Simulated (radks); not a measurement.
# Exchange and kinetic functionals tested on atomic densities: Si²⁺, Be³⁺, Cs, Ir⁴⁺, Cu²⁸⁺, S⁴⁺

One table from this session's results is given with a row withheld; the runs are named, their logs left out.

The numbers are computed with radks (a radial shooting solver on a logarithmic mesh, Libxc functionals) version 1 (non-relativistic Kohn-Sham, r2SCAN, spin-polarised, spherical densities, point nucleus; open shells are filled with parallel spins first), except any that are marked as measured or tabulated.

## What is computed

- species: Si²⁺ ([Ne] 3s2), Be³⁺ (1s1), Cs ([Xe] 6s1), Ir⁴⁺ ([Xe] 4f14 5d5), Cu²⁸⁺ (1s1), S⁴⁺ ([Ne] 3s2)

Set-up of the first run:

The run's settings:

```text
Z 14
configuration [Ne] 3s2
relativity non-relativistic
functional r2scan,r2scan
spin polarised
nucleus point
```

Steps of the session up to this table: Si²⁺, [Ne] 3s2.

One table of the session follows, with a row left open; its other results are not shown here.

It belongs to the step «Si²⁺, [Ne] 3s2». From the orbitals of this run (lengths in bohr):

```
level     <r>  outermost maximum (interpolated)  90 % within  nodes
   1s       ?                                 ?            ?      ?
   2s  0.5666                             0.455        0.891      1
   2p  0.5356                             0.389        0.898      0
   3s   1.968                              1.71         2.92      2
```

Estimate the missing values for 1s.

**Answer.** <r>: 0.1116; outermost maximum (interpolated): 0.0730; 90 % within: 0.199; nodes: 0. In the column «<r>» it is the lowest.
